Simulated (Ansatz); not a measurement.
HfIn4SiO6:

```xyz
12
Lattice="3.2302 -5.5777 -0.0247 3.2302 5.5777 -0.0247 -1.4907 0.0000 6.3203" Properties=species:S:1:pos:R:3 pbc="T T T"
Hf    0.6440    0.0000    0.0526
In    4.1040   -1.7301    0.0202
In    4.1040    1.7301    0.0202
In    1.7482   -1.8121    3.0400
In    1.7482    1.8121    3.0400
Si    4.8557    0.0000    2.7718
O     4.0293   -1.3765    2.3731
O     4.0293    1.3765    2.3731
O    -0.2525    0.0000    1.8631
O     5.2892    0.0000    4.3477
O     1.7422   -1.5806    0.4557
O     1.7422    1.5806    0.4557
```

The cell was built by a generator and needn't be a form met in nature.

Base run:

| Property | Result |
| --- | --- |
| Program | Ansatz 0.2.0 |
| Functional | revPBE |
| Potentials or basis | all-electron LAPW, scalar-relativistic |
| Cutoff | 495 eV |
| Density cutoff | 1979 eV |
| Basis error allowed | 0.002 eV/atom |
| k mesh | 4 × 4 × 3 |
| Occupations | fermi-dirac, width 0.05 eV |
| Spin | no spin polarisation |

Its results: band gap on the k mesh 0.60 eV, indirect (least direct gap 0.86 eV); pressure 1.8 GPa; largest force 0.098 eV/Å.

Problem. The run is repeated on the same cell with these changes: functional from revPBE to PBEsol. What comes out?

Solution. Band gap on the k mesh 0.50 eV, indirect (least direct gap 0.77 eV); pressure -3.3 GPa; largest force 0.205 eV/Å.

PBEsol binds more tightly than revPBE, so the same cell stands under less pressure.

Caveats: spin-orbit coupling is left out, which moves the levels of the heavy elements.

A k mesh can miss the band edges.

Not every run made on this cell is shown here.
